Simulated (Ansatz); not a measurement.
# SrPt3Pb2: a short molecular-dynamics run

A trajectory of SrPt3Pb2, a randomly packed cell with 6 atoms that was not relaxed first: 60 steps of 2 fs at constant energy, with velocities drawn for 1200 K.

All numbers below are computed with Ansatz 0.2.0 (DFT PBE, plane waves, PAW, scalar-relativistic, no spin polarisation).

The cell holds 6 atoms (Pb2Pt3Sr): a = 6.661 Å, b = 4.680 Å, c = 4.845 Å, α = 80.43°, β = 82.15°, γ = 95.42°.

Coordinates:

```xyz
6
Lattice="6.6518 0.2289 0.2740 -0.6119 4.6347 0.2267 0.4436 0.6383 4.7821" Properties=species:S:1:pos:R:3 pbc="T T T"
Sr    2.6761    4.1322    1.8934
Pt    5.5187    2.9860    2.2427
Pt    0.2549    3.6931    4.1051
Pt    1.3124    1.5437    2.8380
Pb    6.5460    0.8406    0.9169
Pb    3.6835    2.2466    4.1855
```

The structure above is the start of the run; the results belong to its end.

```
                             quantity                            value
                               length                 60 steps of 2 fs
     temperature, first and last step                   1200 and 843 K
             temperature, second half    mean 598 K, from 374 to 844 K
        potential energy, second half      +65 meV/atom from the start
   largest change of the total energy                    0.06 meV/atom
mean square displacement, second half  Sr 0.078, Pb 0.030, Pt 0.030 Å²
```

In words: The temperature starts at 1200 K and averages 598 K in the second half, where it ranges from 374 to 844 K. The total energy strays from its start by at most 0.06 meV/atom, under 0.1 % of the mean kinetic energy, which is good for a step of 2 fs. Over the second half Sr atoms stand 0.3 Å (root mean square) from where they began, and the farthest move is 0.3 Å. Settings off the usual here: scf.eigensolver.kind, basis.precision, scf.convergence.dr2_threshold, scf.initial_density.chi_scale. 120 fs on 6 atoms is far too short and small for converged averages. The k-mesh is coarse.

Q: Write an input and a launch command for the first run that leads to these results.

One input that does so (others would too):

Contents of input.yaml:

```yaml
crystal:
  lattice:
    - [6.651836, 0.228871, 0.274035]
    - [-0.611881, 4.634726, 0.226665]
    - [0.443647, 0.638253, 4.782105]
  atoms:
    - { symbol: Sr, position: [0.455993, 0.823497, 0.330772] }
    - { symbol: Pt, position: [0.853755, 0.547847, 0.394085] }
    - { symbol: Pt, position: [0.046053, 0.681145, 0.823495] }
    - { symbol: Pt, position: [0.18176, 0.245406, 0.571424] }
    - { symbol: Pb, position: [0.985998, 0.114811, 0.129795] }
    - { symbol: Pb, position: [0.530185, 0.344455, 0.828532] }
kpoints:
  mp_grid: { grid: [2, 3, 3] }
magnetization:
  spin_polarized: false
scf:
  occupations: { method: gaussian, width: 0.1 }
  eigensolver: { kind: davidson }
  convergence: { dr2_threshold: 1.0e-11 }
  initial_density: { chi_scale: 0.1 }
hamiltonian:
  pseudopotentials: { kind: paw }
  xc: pbe
basis:
  ecutwfc: 420
  precision: f64
md:
  timestep: 2.0
  n_steps: 60
  ensemble: nve
  temperature: 1200.0
  initial_velocities: maxwell_boltzmann
  seed: 432640
```

Run with:

```console
ansatz run input.yaml --threads 2 --pin off --max-ram 2560MiB --backend cpu --events-out ev --progress --plain --runs-dir out
```
